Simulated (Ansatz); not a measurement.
# C2H7BrSi: how energies converge with the basis set

Aim: see how fast density functionals converge with the basis set for C2H7BrSi.

The runs use Ansatz 0.2.0, Gaussian basis; one geometry, several basis sets.

The runs, in order: PBE0-D4/def2-SVP; ωB97M-V/def2-SVP; PBE0-D4/def2-QZVPP; ωB97M-V/def2-QZVPP; the functionals' def2-TZVPP values are taken from earlier runs.

## (1) The relaxed structure

An earlier PBE0-D4 in a triple-zeta def2 set relaxation fixed the geometry.

11 atoms, charge 0, spin multiplicity 1.

Atoms are counted from 1 here; the program's logs count them from 0.

Bond lengths: Si1–C2 1.886 Å, Si1–H5 1.488 Å, Si1–H6 1.486 Å, Si1–H7 1.488 Å, C2–C3 1.505 Å, C2–H8 1.094 Å, C2–H9 1.094 Å, C3–Br4 1.958 Å, C3–H10 1.089 Å, C3–H11 1.089 Å. Angles: C2–Si1–H5 110.2°, C2–Si1–H6 109.7°, C2–Si1–H7 110.2°, H5–Si1–H6 109.2°, H5–Si1–H7 108.5°, H6–Si1–H7 109.2°, Si1–C2–C3 112.2°, Si1–C2–H8 108.4°, Si1–C2–H9 108.4°, C3–C2–H8 110.5°, C3–C2–H9 110.5°, H8–C2–H9 106.8°, C2–C3–Br4 112.4°, C2–C3–H10 112.5°, C2–C3–H11 112.5°, Br4–C3–H10 104.9°, Br4–C3–H11 104.9°, H10–C3–H11 109.1°.

As a file:

```mol
C2H7BrSi
  3D, bonds by distance, orders not assigned

 11 10  0  0  0  0  0  0  0  0999 V2000
    0.0563    1.5349    0.1092 Si  0  0
   -0.5851   -0.2366    0.2030 C   0  0
    0.4390   -1.2378   -0.2605 C   0  0
   -0.2218   -3.0782   -0.1640 Br  0  0
    0.4247    1.8741   -1.2915 H   0  0
   -0.9964    2.4731    0.5773 H   0  0
    1.2634    1.6896    0.9647 H   0  0
   -0.8804   -0.4420    1.2361 H   0  0
   -1.4918   -0.3077   -0.4050 H   0  0
    0.7198   -1.0958   -1.3027 H   0  0
    1.3377   -1.2307    0.3540 H   0  0
  1  2  8  0
  2  3  8  0
  3  4  8  0
  1  5  8  0
  1  6  8  0
  1  7  8  0
  2  8  8  0
  2  9  8  0
  3 10  8  0
  3 11  8  0
M  END
```

## (2) PBE0-D4 in def2-SVP

The input, in.yaml:

```yaml
crystal:
  periodic: [false, false, false]
  atoms:
    - {symbol: Si, position_ang: [0.056338, 1.534911, 0.109228]}
    - {symbol: C, position_ang: [-0.585106, -0.236606, 0.202966]}
    - {symbol: C, position_ang: [0.438977, -1.237827, -0.260479]}
    - {symbol: Br, position_ang: [-0.221808, -3.078153, -0.163955]}
    - {symbol: H, position_ang: [0.424702, 1.874127, -1.291529]}
    - {symbol: H, position_ang: [-0.996387, 2.473052, 0.577282]}
    - {symbol: H, position_ang: [1.263439, 1.689645, 0.964702]}
    - {symbol: H, position_ang: [-0.880398, -0.441977, 1.236079]}
    - {symbol: H, position_ang: [-1.491760, -0.307651, -0.404996]}
    - {symbol: H, position_ang: [0.719824, -1.095780, -1.302720]}
    - {symbol: H, position_ang: [1.337677, -1.230741, 0.354022]}
basis:
  gaussian: {orbitals: def2-SVP}
hamiltonian: {xc: pbe0, dispersion: d4}
output: {orbitals: {seedname: orbitals}}
```

Launch:

```
$ ansatz run in.yaml --threads 4 --pin off --events-out ev --progress --plain --max-ram 10444MiB
```

After this run come: ωB97M-V in def2-SVP; PBE0-D4 in def2-QZVPP; ωB97M-V in def2-QZVPP.

Q: Predict the results of all the runs planned. Wanted: PBE0-D4: double and triple zeta above quadruple; ωB97M-V: double and triple zeta above quadruple.

**Answer**, as computed:

| quantity | value |
| --- | --- |
| PBE0-D4: double and triple zeta above quadruple | 15.49, 1.83 eV |
| ωB97M-V: double and triple zeta above quadruple | 15.57, 1.76 eV |

**Reading.** For PBE0-D4 the step from double to triple zeta gains 13.66 eV and the next only 1.83 eV. Total energies overstate the basis error of differences, where much of it tends to cancel. The LUMO of ωB97M-V is positive and keeps falling with the basis (2.06 to 1.34 eV): an unbound level that the basis holds in place.
